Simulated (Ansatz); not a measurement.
Runs of Ansatz 0.2.0 on CsLiCr2Te2S3. The structure is monoclinic, space group C2/m (No. 12). Conventional cell: a = 14.579 Å, b = 4.209 Å, c = 7.709 Å, α = 90.00°, β = 109.04°, γ = 90.00°. Cs (site symmetry 2/m) has 6 S at 3.84 to 3.85 Å and 6 Te at 4.08 to 4.23 Å and 2 Cs at 4.21 Å and 2 Cr at 4.27 Å and 4 Li at 4.39 Å as nearest neighbours. Li (site symmetry 2/m) has 2 S at 2.10 Å as nearest neighbours. Cr (site symmetry m) has 4 S at 2.33 to 2.46 Å as nearest neighbours. Te (site symmetry m) has 2 Cr at 2.84 Å and 1 Li at 3.10 Å and 1 S at 3.19 Å as nearest neighbours. S (site symmetry m) has 3 Cr at 2.33 to 2.46 Å as nearest neighbours. Around S (site symmetry 2/m) lie 2 Li at 2.10 Å and 2 Cr at 2.38 Å. The cell was built by a generator and needn't be a form met in nature.

```csv
task,level,potentials or basis,spin,cell,k mesh,cutoff (eV),points for each segment of the path,gap on the mesh (eV),pressure (GPa),moment (μB),relaxed volume (Å³/atom),largest force (eV/Å)
band structure,PBE,Ansatz PAW,"non-collinear, ferromagnetic start, SOC",as given,5 × 5 × 3,420,10,none,(b),(c),-,0.04
relaxation of cell and atoms,PBE+D3(BJ)-ATM,Ansatz PAW,"collinear, ferromagnetic start",relaxed,5 × 5 × 3,420,-,none,0.0,(a),23.37,-
relaxation of cell and atoms,PBE+D4,Ansatz PAW,"collinear, ferromagnetic start",relaxed,5 × 5 × 3,420,-,none,0.0,5.47,23.28,-
single point,PBE,SPMS NC,"collinear, ferromagnetic start",as given,7 × 7 × 4,871,-,none,0.3,5.31,-,0.06
relaxation of cell and atoms,r2SCAN+rVV10,Ansatz PAW,"collinear, ferromagnetic start",relaxed,5 × 5 × 3,500,-,none,0.0,5.96,23.83,0.01
```

Alike in all rows: smearing fermi-dirac 0.05 eV.

Task: Estimate the missing entries.

Result: (a) 5.46; (b) 0.2; (c) 5.37.

Caveats: the plane-wave basis is chosen anew once the cell has moved, so the energies of steps on either side of that aren't comparable (some runs); pairwise dispersion overbinds metals, which lowers pressure and volume (some runs); the thresholds are loose for stress (some runs); the magnetic or orbital state may not be the lowest (some runs); the PAW data sets come from PBE, with cores solved anew for the run's functional, which leaves a small shift of forces and pressure (some runs).

A k mesh can miss the band edges, and rows without SOC leave out spin-orbit coupling on Cs, Te.

A gap of «none» marks a metal or a gap under the smearing width.
